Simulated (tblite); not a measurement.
# C2H7BS2: the cost of one run

Programs: tblite 0.8.0 and PySCF 2.14.0, with density-fitted response routines of our own. Each step states its level of theory. These are calculated values for one molecule in the gas phase, unless marked as measured. Atoms count from 0, in the outputs and in this text.

### 1 Starting geometry

12 atoms, charge 0, multiplicity 1; geometry from: force field or distance geometry start.

Bonds of the start (Å): C0–S1 1.81, S1–B2 1.88, B2–S3 1.89, S3–C4 1.82, C0–H5 1.12, C0–H6 1.11, C0–H7 1.10, B2–H8 1.18, C4–H9 1.11, C4–H10 1.11, C4–H11 1.11.

### 2 Optimising the geometry with GFN2-xTB

Job settings and geometry (Å):

```
{"job": {"kind": "relax", "xc": "GFN2-xTB", "basis": "xTB"}, "charge": 0, "multiplicity": 1}
C     -2.307100    -0.762800     0.715900
S     -0.684200    -0.455000     1.444000
B     -0.124000     0.723500     0.096400
S      0.749300     0.073400    -1.445400
C      2.409600     0.231700    -0.704600
H     -2.891600     0.189300     0.644100
H     -2.876400    -1.462900     1.358500
H     -2.200200    -1.205300    -0.288200
H     -0.339400     1.881000     0.200000
H      3.158800    -0.107200    -1.448800
H      2.611600     1.293200    -0.459600
H      2.494700    -0.399400     0.200100
```

Launch:

```bash
$ OMP_NUM_THREADS=1 python probes_run.py task.json out
```

This one command runs all jobs of the session in turn.

Q: Estimate the wall time and peak memory of this first job on 1 thread of Arm Neoverse N1, shared host.

About 1.4 s, with a peak of 0.18 GiB.
